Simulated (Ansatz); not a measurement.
# Fe2B: magnetic order and moments

This session on Fe2B sets out to test the held total moment.

Computed with Ansatz 0.2.0 (DFT PBEsol, scalar-relativistic, plane waves, PAW, unless a step's input says otherwise).

2 further runs of the same task are left out: 2 that didn't finish.

## (1) Starting point

It takes space group I-42m (No. 121, tetragonal). Conventional cell: a = 5.078 Å, b = 5.078 Å, c = 4.223 Å, α = 90.00°, β = 90.00°, γ = 90.00°. Fe (site symmetry m) is surrounded by 2 B at 1.47 to 1.74 Å. B (site symmetry -42m) is surrounded by 4 Fe at 1.47 Å. B (site symmetry -42m) has 4 Fe at 1.74 Å as nearest neighbours.

As a file:

```cif
data_structure
_symmetry_space_group_name_H-M 'P 1'
_symmetry_Int_Tables_number 1
_cell_length_a 4.1655
_cell_length_b 4.1655
_cell_length_c 4.1655
_cell_angle_alpha 104.889
_cell_angle_beta 104.889
_cell_angle_gamma 119.085
_cell_volume 54.45
loop_
_atom_site_label
_atom_site_type_symbol
_atom_site_fract_x
_atom_site_fract_y
_atom_site_fract_z
_atom_site_occupancy
Fe1 Fe 0.36670 0.36670 0.33340 1
Fe2 Fe 0.63330 0.96670 0.00000 1
Fe3 Fe 0.03330 0.03330 0.66660 1
Fe4 Fe 0.96670 0.63330 0.00000 1
B1 B 0.00000 0.00000 0.00000 1
B2 B 0.50000 0.50000 0.00000 1
```

The structure comes from the Crystallography Open Database; it is used as listed.

## (2) The base run, which the others are set against

Contents of input.yaml:

```yaml
crystal:
  lattice:
    - [-2.539, 2.539, 2.1115]
    - [2.539, -2.539, 2.1115]
    - [2.539, 2.539, -2.1115]
  atoms:
    - { symbol: Fe, position: [0.3667, 0.3667, 0.3334], spin: 1.02 }
    - { symbol: Fe, position: [0.6333, 0.9667, 0.0], spin: 1.02 }
    - { symbol: Fe, position: [0.0333, 0.0333, 0.6666], spin: 1.02 }
    - { symbol: Fe, position: [0.9667, 0.6333, 0.0], spin: 1.02 }
    - { symbol: B, position: [0.0, 0.0, 0.0] }
    - { symbol: B, position: [0.5, 0.5, 0.0] }
basis:
  ecutwfc: 420
kpoints:
  mp_grid: { grid: [12, 12, 12] }
hamiltonian:
  xc: pbesol
scf:
  occupations: { method: gaussian, width: 0.1 }
output:
  forces: true
  stress: true
  eigenvalues: true
  populations: true
  write_density: true
  write_potential: true
  elf: true
  volumetric_format: npy
magnetization:
  spin_polarized: true
```

It was run beforehand and gave: -3014.3617 eV/atom at zero smearing, pressure 108.07 GPa, largest force 16.382 eV/Å, no gap on the mesh, site moments Fe +0.94 (×4) μB, in 13 SCF cycles and 2.6 min.

## (3) Held total moment set to 0 μB

Contents of input.yaml:

```yaml
crystal:
  lattice:
    - [-2.539, 2.539, 2.1115]
    - [2.539, -2.539, 2.1115]
    - [2.539, 2.539, -2.1115]
  atoms:
    - { symbol: Fe, position: [0.3667, 0.3667, 0.3334] }
    - { symbol: Fe, position: [0.6333, 0.9667, 0.0] }
    - { symbol: Fe, position: [0.0333, 0.0333, 0.6666] }
    - { symbol: Fe, position: [0.9667, 0.6333, 0.0] }
    - { symbol: B, position: [0.0, 0.0, 0.0] }
    - { symbol: B, position: [0.5, 0.5, 0.0] }
basis:
  ecutwfc: 420
kpoints:
  mp_grid: { grid: [12, 12, 12] }
hamiltonian:
  xc: pbesol
scf:
  occupations: { method: gaussian, width: 0.1 }
  lower_state_search: "off"
output:
  forces: true
  stress: true
  eigenvalues: true
magnetization:
  spin_polarized: true
  initial_magnetization: 0.0
  spin_locking: { lock_magnetization: hard }
```

Command:

```
$ ansatz run input.yaml --threads 1 --pin off --max-ram 2560MiB --backend cpu --events-out ev --progress --plain --runs-dir out
```

## (4) Held total moment set to 2.5 μB

input.yaml, as its differences from that of step 3:

```diff
@@ -27,3 +27,3 @@
   spin_polarized: true
-  initial_magnetization: 0.0
+  initial_magnetization: 2.5
   spin_locking: { lock_magnetization: hard }
```

## (5) Held total moment: 5 μB

input.yaml, as its differences from that of step 4:

```diff
@@ -27,3 +27,3 @@
   spin_polarized: true
-  initial_magnetization: 2.5
+  initial_magnetization: 5.0
   spin_locking: { lock_magnetization: hard }
```

## (6) Held total moment set to 7.5 μB

input.yaml, as its differences from that of step 5:

```diff
@@ -27,3 +27,3 @@
   spin_polarized: true
-  initial_magnetization: 5.0
+  initial_magnetization: 7.5
   spin_locking: { lock_magnetization: hard }
```

## (7) Held total moment: 10 μB

input.yaml, as its differences from that of step 6:

```diff
@@ -27,3 +27,3 @@
   spin_polarized: true
-  initial_magnetization: 7.5
+  initial_magnetization: 10.0
   spin_locking: { lock_magnetization: hard }
```

(Steps that only read results are left out.)

Q: Predict the outcome of the series: the values and the trend.

The runs gave:

```
                    quantity         value
held moment of lowest energy  5.00 μB/cell
```

The energy is lowest at 5.00 μB per cell on this grid, 49.6 meV/atom under the state without net moment. The pressure climbs by 33.9 GPa from the first to the last point: a larger moment wants a larger cell. The listed cell is far from this method's equilibrium (108.1 GPa, forces up to 16.38 eV/Å), so its values are not those of the relaxed crystal. Where forces pass 15 eV/Å atoms stand far too close, the PAW spheres overlap strongly and those numbers are rough.
